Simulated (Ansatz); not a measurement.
# BCl2H3O: the cost of one run

All numbers below are computed with Ansatz 0.2.0 (RHF/def2-SVP).

## (1) The structure to begin with

Bond lengths: B1–O3 1.410 Å, O3–H4 1.010 Å, B1–Cl5 1.860 Å, B1–Cl6 2.160 Å, Cl6–H7 1.527 Å. Angles: B1–O3–H4 109.5°, O3–B1–Cl5 120.0°, O3–B1–Cl6 105.4°, Cl5–B1–Cl6 92.8°, B1–Cl6–H7 58.2°.

Coordinates:

```xyz
7

B     0.0000    0.0000    0.0000
H     0.0000    0.0000    1.5400
O     1.2211    0.0000   -0.7050
H     1.5209   -0.9519   -0.8599
Cl   -1.6108    0.0000   -0.9300
Cl   -0.2702    2.0319    0.6811
H    -0.1156    0.8691    1.6586
```

## (2) Pulling towards end A

Springs on the bonds that form and break draw the guess towards this end; the thresholds are loose.

The input, input.yaml:

```yaml
crystal:
  periodic: [false, false, false]
  atoms:
    - { symbol: B, position_ang: [0.0, 0.0, 0.0] }
    - { symbol: H, position_ang: [0.0, 0.0, 1.54] }
    - { symbol: O, position_ang: [1.2211, 0.0, -0.705] }
    - { symbol: H, position_ang: [1.5209, -0.9519, -0.8599] }
    - { symbol: Cl, position_ang: [-1.6108, 0.0, -0.93] }
    - { symbol: Cl, position_ang: [-0.2702, 2.0319, 0.6811] }
    - { symbol: H, position_ang: [-0.1156, 0.8691, 1.6586] }
basis:
  gaussian: { orbitals: def2-SVP }
hamiltonian:
  xc: hf
relax:
  f_tol: 0.15
  max_steps: 25
  restrain:
    - { distance: [0, 5], at: 3.06, k: 30.0 }
    - { distance: [6, 1], at: 1.86, k: 30.0 }
    - { distance: [0, 1], at: 1.19, k: 30.0 }
    - { distance: [6, 5], at: 1.37, k: 30.0 }
```

The run is started by

```console
ansatz run input.yaml --threads 2 --pin off --max-ram 3072MiB --backend cpu --events-out ev --progress --plain --runs-dir out
```

**Question.** How long does this run take on 2 threads of Arm Neoverse V1, shared host, and how much memory does it need?

About 11 s, with a peak of 0.15 GiB.
